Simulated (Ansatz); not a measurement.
# BiSbPt2, space group P-6m2: a convergence test of the plane-wave cutoff

Computed with Ansatz's Python interface.

The script reads `bisbpt2.xyz`:
```text
4
Lattice="4.27592088 0.0 0.0 -2.13796044 3.70305611 0.0 0.0 0.0 5.55270289" Properties=species:S:1:pos:R:3 pbc="T T T"
Sb   -0.00000002    2.46870409    2.77635144
Bi    0.00000000    0.00000000    0.00000000
Pt    2.13796046    1.23435202    4.13686482
Pt    2.13796046    1.23435202    1.41583807
```

Run as a notebook:

```python
import ansatz as az
```

```python
cell = az.Crystal.from_extxyz("bisbpt2.xyz")
```

```python
model = (
    cell.calculation()
    .kpoints(mesh=(6, 6, 4), center="gamma")
    .functional("pbesol")
    .occupations(az.OccupationsMethod.FERMI_DIRAC, width=0.05)
)
```

```python
rows = []
for value in [250, 300, 350, 400, 450, 500]:
    r = model.basis(value).run(threads=1).report
    rows.append((value, r["free_energy_ev"] / len(r["lattice"]["sites"]), r["n_iterations"], r["n_pw"]))
```

    DeckWarning: basis.ecutwfc = 250 eV is below the records' recommended 420 eV, and the density's cutoff is lower with it unless basis.ecutrho_ratio is high enough to keep the records' density cutoff: compare with a run at a higher cutoff
    DeckWarning: basis.ecutwfc = 300 eV is below the records' recommended 420 eV, and the density's cutoff is lower with it unless basis.ecutrho_ratio is high enough to keep the records' density cutoff: compare with a run at a higher cutoff
    DeckWarning: basis.ecutwfc = 350 eV is below the records' recommended 420 eV, and the density's cutoff is lower with it unless basis.ecutrho_ratio is high enough to keep the records' density cutoff: compare with a run at a higher cutoff
    DeckWarning: basis.ecutwfc = 400 eV is below the records' recommended 420 eV, and the density's cutoff is lower with it unless basis.ecutrho_ratio is high enough to keep the records' density cutoff: compare with a run at a higher cutoff

```python
print(" cutoff (eV)   F/atom (eV)    iterations   plane waves")
for row in rows:
    print(f"{str(row[0]):>12s}  {row[1]:12.5f}  {row[2]:12d}  {row[3]:12d}")
```

     cutoff (eV)   F/atom (eV)    iterations   plane waves
             250  -10853.44145             7           771
             300  -10854.64053             6          1011
             350  -10854.74971             6          1301
             400  -10854.75474             6          1585
             450  -10854.75596             6          1945
             500  -10854.75668             6          2235

```python
for row in rows[:-1]:
    shift = 1000 * (row[1] - rows[-1][1])
    print(f"{row[0]}: {shift:+.2f} meV/atom" + ("  (within 5 meV)" if abs(shift) < 5 else ""))
```

    250: +1315.23 meV/atom
    300: +116.15 meV/atom
    350: +6.98 meV/atom
    400: +1.95 meV/atom  (within 5 meV)
    450: +0.72 meV/atom  (within 5 meV)

From 400 eV on it stays within 5 meV an atom of the value at 500 eV; the first row (250 eV) is off by 1315.2 meV and the last but one by 0.72 meV. The energy falls steadily, as expected when plane waves are added. The last run costs about 2.4 times the first.

Spin is left out of this run. For a metal this k-point mesh is coarse: on a finer one energies can move by several to tens of meV an atom and pressures by half a GPa or more, differences at one mesh by less. Spin-orbit coupling, which matters for elements this heavy, is left out. The structure comes from a database of computed cells and needn't be a stable or known phase. Warnings are shown shortened and without file and line. Shifts are counted from the last row, which is itself no proven limit. Run time: 24 s on 1 thread of Arm Neoverse V2, with other jobs on the host, peak memory 0.44 GiB.
